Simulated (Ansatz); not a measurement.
# ClFH₃OScSi: ionisation energy by level of theory

The task here is to estimate one member of a computed series from the others.

The runs use Ansatz 0.2.0, Gaussian basis; unrestricted cation, the program's frozen cores in correlated methods.

Levels to be run: UKS PBE-D4/def2-TZVPP; UKS r2SCAN-D4/def2-TZVPP; UKS PBE0-D4/def2-TZVPP; UKS B3LYP-D4/def2-TZVPP; UKS wB97X-V/def2-TZVPP; UKS wB97M-V/def2-TZVPP; UKS B2PLYP/def2-TZVPP; UHF-CCSD(T)/def2-TZVPP; UHF-MP2/def2-QZVPP; extrapolation to the limit; then −ε(HOMO) from the neutral's earlier runs with LDA (SPW92), PBE-D4, revPBE-D4, BLYP-D4, r2SCAN-D4, B97M-V, PBE0-D4, B3LYP-D4, r2SCANh-D4, r2SCAN0-D4, HSE06-D4, BHLYP-D4, CAM-B3LYP-D4, LC-ωPBE, ωB97X-V, ωB97M-V.

**The geometry**

The geometry comes from an earlier relaxation with PBE0-D4 in a triple-zeta def2 set; it is a stationary point, not always the lowest conformer.

SMILES `[F][Sc]([Cl])[O][SiH3]`, 8 atoms, charge 0, spin multiplicity 1.

Atoms are counted from 1 here; the program's logs count them from 0.

Bond lengths: F1–Sc2 1.831 Å, Sc2–Cl3 2.305 Å, Sc2–O4 1.863 Å, O4–Si5 1.639 Å, Si5–H6 1.487 Å, Si5–H7 1.486 Å, Si5–H8 1.487 Å. Angles: F1–Sc2–Cl3 121.4°, F1–Sc2–O4 117.9°, Cl3–Sc2–O4 120.7°, Sc2–O4–Si5 179.5°, O4–Si5–H6 109.8°, O4–Si5–H7 110.1°, O4–Si5–H8 109.6°, H6–Si5–H7 109.0°, H6–Si5–H8 109.1°, H7–Si5–H8 109.1°.

The first run:

File in.yaml:

```yaml
crystal:
  periodic: [false, false, false]
  atoms:
    - {symbol: F, position_ang: [1.569398, -0.598460, 2.759658]}
    - {symbol: Sc, position_ang: [1.319469, -0.983771, 0.986761]}
    - {symbol: Cl, position_ang: [2.552438, -2.617136, -0.074128]}
    - {symbol: O, position_ang: [0.030322, -0.012082, 0.057696]}
    - {symbol: Si, position_ang: [-1.106023, 0.852080, -0.747450]}
    - {symbol: H, position_ang: [-2.319677, 1.001272, 0.098154]}
    - {symbol: H, position_ang: [-1.475879, 0.157870, -2.008478]}
    - {symbol: H, position_ang: [-0.570048, 2.200227, -1.072223]}
basis:
  gaussian: {orbitals: def2-TZVPP}
total_charge: 1
magnetization: {spin_polarized: true, initial_magnetization: 1}
hamiltonian: {xc: pbe, dispersion: d4}
```

Run with:

```bash
> ansatz run in.yaml --threads 2 --pin off --events-out ev --progress --plain --max-ram 22528MiB --backend cpu
```

Steps of the session up to this table: Cation, UKS PBE-D4/def2-TZVPP; Cation, UKS r2SCAN-D4/def2-TZVPP; Cation, UKS PBE0-D4/def2-TZVPP; Cation, UKS B3LYP-D4/def2-TZVPP; Cation, UKS wB97X-V/def2-TZVPP; Cation, UKS wB97M-V/def2-TZVPP; Cation, UKS B2PLYP (frozen core)/def2-TZVPP; Cation, UHF-CCSD(T)/def2-TZVPP; Cation, UHF-MP2/def2-QZVPP.

One of the session's tables, all rows but one given; the rest of the session is left out.

Orbital estimates, from the neutral's runs:

| functional | −ε(HOMO) (eV) |
| --- | --- |
| LDA (SPW92) | 7.64 |
| PBE-D4 | 7.51 |
| revPBE-D4 | 7.46 |
| BLYP-D4 | 7.40 |
| r2SCAN-D4 | 7.86 |
| B97M-V | 7.95 |
| PBE0-D4 | ? |
| B3LYP-D4 | 8.69 |
| r2SCANh-D4 | 8.39 |
| r2SCAN0-D4 | 9.17 |
| HSE06-D4 | 8.53 |
| BHLYP-D4 | 10.25 |
| CAM-B3LYP-D4 | 10.34 |
| LC-ωPBE | 11.70 |
| ωB97X-V | 11.35 |
| ωB97M-V | 11.21 |

**Question.** Estimate the row for PBE0-D4.

As computed: −ε(HOMO) (eV): 8.93. In the column «−ε(HOMO) (eV)» it lies between B3LYP-D4 (8.69) and r2SCAN0-D4 (9.17).
